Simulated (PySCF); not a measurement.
**From one method to the next for SI⁺ (triplet)**

Starting from one script, swap the method and compare what comes out for SI⁺ (triplet).

Method: method and basis as typed in the scripts; program: PySCF 2.14.0.

7 further runs of the same task are left out: 3 for a known fault of the program, 4 that didn't finish.

### Step 1. The system as given

SI⁺ (triplet): 2 atoms, charge 1, spin multiplicity 3.

Bond lengths: S1–I2 2.275 Å.

### Step 2. The base run

File input.py:

```python
from pyscf import gto, scf, mp

mol = gto.M(
    atom='S 0 0 0; I 0 0 2.275',
    basis='sbkjc',
    ecp={'S': 'sbkjc', 'I': 'sbkjc'},
    charge=1,
    spin=2,
    verbose=4,
)
mf = scf.UHF(mol)
mf.kernel()
mp.MP2(mf).kernel()
mf.dip_moment()
print('orbital energies (hartree):', [e[max(0, n-3):n+3].round(4) for e, n in zip(mf.mo_energy, mol.nelec)])
```

The run is started by

```console
$ OMP_NUM_THREADS=1 python input.py
```

### Step 3. Lc_wpbe (UKS)

Variant 1 changes functional: none (Hartree–Fock) → lc_wpbe; SCF type: UHF → UKS; step after the SCF: mp2 → analyze.

Changes to input.py since step 2:

```diff
@@ -1,2 +1,2 @@
-from pyscf import gto, scf, mp
+from pyscf import gto, dft
 
@@ -10,5 +10,5 @@
 )
-mf = scf.UHF(mol)
+mf = dft.UKS(mol, xc='lc_wpbe')
 mf.kernel()
-mp.MP2(mf).kernel()
+mf.mulliken_pop()
 mf.dip_moment()
```

### Step 4. Hf,lyp (UKS)

Variant 2 changes functional: none (Hartree–Fock) → hf,lyp; SCF type: UHF → UKS; step after the SCF: mp2 → analyze.

Changes to input.py since step 2:

```diff
@@ -1,2 +1,2 @@
-from pyscf import gto, scf, mp
+from pyscf import gto, dft
 
@@ -10,5 +10,5 @@
 )
-mf = scf.UHF(mol)
+mf = dft.UKS(mol, xc='hf,lyp')
 mf.kernel()
-mp.MP2(mf).kernel()
+mf.mulliken_pop()
 mf.dip_moment()
```

### Step 5. Population analysis

Variant 3 changes step after the SCF: mp2 → analyze.

Changes to input.py since step 2:

```diff
@@ -1,2 +1,2 @@
-from pyscf import gto, scf, mp
+from pyscf import gto, scf
 
@@ -12,3 +12,3 @@
 mf.kernel()
-mp.MP2(mf).kernel()
+mf.mulliken_pop()
 mf.dip_moment()
```

### Step 6. RHF

Variant 4 changes SCF type: UHF → RHF.

File input.py:

```python
from pyscf import gto, scf, mp

mol = gto.M(
    atom='S 0 0 0; I 0 0 2.275',
    basis='sbkjc',
    ecp={'S': 'sbkjc', 'I': 'sbkjc'},
    charge=1,
    spin=2,
    verbose=4,
)
mf = scf.RHF(mol)
mf.kernel()
mp.MP2(mf).kernel()
mf.dip_moment()
print('orbital energies (hartree):', mf.mo_energy[..., max(0, mol.nelec[1]-3):mol.nelec[0]+3].round(4))
```

### Step 7. SCF alone

Variant 5 changes step after the SCF: mp2 → none.

Changes to input.py since step 2:

```diff
@@ -1,2 +1,2 @@
-from pyscf import gto, scf, mp
+from pyscf import gto, scf
 
@@ -12,3 +12,2 @@
 mf.kernel()
-mp.MP2(mf).kernel()
 mf.dip_moment()
```

### Step 8. Scan (UKS)

Variant 6 changes functional: none (Hartree–Fock) → scan; SCF type: UHF → UKS; step after the SCF: mp2 → analyze.

Changes to input.py since step 2:

```diff
@@ -1,2 +1,2 @@
-from pyscf import gto, scf, mp
+from pyscf import gto, dft
 
@@ -10,5 +10,5 @@
 )
-mf = scf.UHF(mol)
+mf = dft.UKS(mol, xc='scan')
 mf.kernel()
-mp.MP2(mf).kernel()
+mf.mulliken_pop()
 mf.dip_moment()
```

Q: Predict the outcome of this session. Wanted: for each run, E(SCF); from base; gap, α spin; after the SCF.

As calculated:

| run | E(SCF) (hartree) | from base (eV) | cycles | gap, α spin (eV) | after the SCF |
| --- | --- | --- | --- | --- | --- |
| base | -20.770457 | 0 | 12 | 11.22 | MP2 correlation -1.399 eV |
| lc_wpbe (UKS) | -21.200298 | not comparable | 11 | 10.23 | n/a |
| hf,lyp (UKS) | -21.050042 | not comparable | 12 | 11.30 | n/a |
| population analysis | -20.770457 | 0.0000 | 12 | 11.22 | n/a |
| RHF | -20.765914 | +0.1236 | 12 | n/a | MP2 correlation -1.468 eV |
| SCF alone | -20.770457 | 0.0000 | 12 | 11.22 | n/a |
| scan (UKS) | -21.203909 | not comparable | 10 | 3.71 | n/a |

A lower total energy from another functional means nothing by itself.
